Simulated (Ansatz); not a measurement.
# C2H7BFNS: a ladder of functionals and wavefunction methods

Aim: compute C2H7BFNS with functionals from several rungs and with coupled cluster. The yardstick is the atomisation energy at the CCSD(T) limit.

Method: functionals in def2-TZVPP, the program's frozen cores in correlated methods; program: Ansatz 0.2.0, Gaussian basis.

Plan: PBE-D4, r2SCAN-D4, PBE0-D4, B3LYP-D4, ωB97X-V, ωB97M-V, B2PLYP; CCSD(T)/def2-TZVPP; MP2/def2-QZVPP; extrapolation to the limit.

## Step 1: Structure used throughout

An earlier PBE0-D4 in a triple-zeta def2 set relaxation fixed the geometry.

13 atoms, charge 0, spin multiplicity 1.

Atoms are counted from 1 here; the program's logs count them from 0.

Bond lengths: B1–C2 1.572 Å, B1–S4 1.933 Å, B1–H7 1.203 Å, B1–H8 1.211 Å, C2–F3 1.315 Å, C2–N5 1.302 Å, S4–H9 1.342 Å, N5–C6 1.448 Å, N5–H10 1.010 Å, C6–H11 1.090 Å, C6–H12 1.092 Å, C6–H13 1.086 Å. Angles: C2–B1–S4 98.1°, C2–B1–H7 112.4°, C2–B1–H8 108.3°, S4–B1–H7 113.9°, S4–B1–H8 107.1°, H7–B1–H8 115.5°, B1–C2–F3 121.4°, B1–C2–N5 125.4°, F3–C2–N5 113.1°, B1–S4–H9 98.5°, C2–N5–C6 127.6°, C2–N5–H10 113.2°, C6–N5–H10 118.6°, N5–C6–H11 109.3°, N5–C6–H12 110.3°, N5–C6–H13 109.6°, H11–C6–H12 109.3°, H11–C6–H13 109.2° and more.

## Step 2: PBE-D4 (GGA)

Input file in.yaml:

```yaml
crystal:
  periodic: [false, false, false]
  atoms:
    - {symbol: B, position_ang: [0.217993, -1.790548, -0.317455]}
    - {symbol: C, position_ang: [0.285692, -0.342188, 0.288912]}
    - {symbol: F, position_ang: [0.162485, -0.134520, 1.581632]}
    - {symbol: S, position_ang: [-1.702923, -2.006855, -0.294125]}
    - {symbol: N, position_ang: [0.383876, 0.759500, -0.398508]}
    - {symbol: C, position_ang: [0.203540, 2.115258, 0.075517]}
    - {symbol: H, position_ang: [0.808075, -2.595851, 0.353654]}
    - {symbol: H, position_ang: [0.556506, -1.732102, -1.479040]}
    - {symbol: H, position_ang: [-1.854177, -2.291687, 1.008908]}
    - {symbol: H, position_ang: [0.478952, 0.602488, -1.391394]}
    - {symbol: H, position_ang: [0.943747, 2.762871, -0.393452]}
    - {symbol: H, position_ang: [-0.798232, 2.472877, -0.173350]}
    - {symbol: H, position_ang: [0.334868, 2.145757, 1.153601]}
basis:
  gaussian: {orbitals: def2-TZVPP}
hamiltonian: {xc: pbe, dispersion: d4}
output: {forces: true, orbitals: {seedname: orbitals}}
```

Run with:

```bash
> ansatz run in.yaml --threads 2 --pin off --events-out ev --progress --plain --max-ram 22528MiB --backend cuda --devices 0, --max-vram 18GiB
```

After this run come: r2SCAN-D4 (meta-GGA); PBE0-D4 (hybrid); B3LYP-D4 (hybrid); ωB97X-V (range-separated); ωB97M-V (range-separated); B2PLYP (double hybrid); CCSD(T) in def2-TZVPP; MP2 in def2-QZVPP.

**Question.** What will the summary of the whole plan be? Wanted: atomisation energy, CCSD(T)/CBS; farthest; mean size of error, hybrid; mean size of error, range-separated; gap, smallest and largest; T1 diagnostic; triples share of the correlation energy.

The runs gave:

| quantity | value |
| --- | --- |
| atomisation energy, CCSD(T)/CBS | 4742.3 kJ/mol |
| functionals within 23.7 kJ/mol (0.5 %) | none; nearest B2PLYP (-29.2 kJ/mol) |
| farthest | PBE-D4 (+171.6 kJ/mol) |
| mean size of error, hybrid | 49.4 kJ/mol |
| mean size of error, range-separated | 44.9 kJ/mol |
| gap, smallest and largest | 2.87 eV (PBE-D4), 9.48 eV (ωB97X-V) |
| T1 diagnostic | 0.0139 |
| triples share of the correlation energy | 4.0 % |

PBE-D4 misses by +171.6 kJ/mol. Double hybrids carry the basis error of their MP2 part in triple zeta, and no dispersion term here, so their miss is partly the set-up's. The reference freezes the cores and leaves out relativity and excitations past (T), so misses under about 23.7 kJ/mol can't be ranked. Hartree-Fock recovers 72 % of the binding; the rest is correlation. Orbital gaps span 2.9 to 9.5 eV; exact exchange widens them.
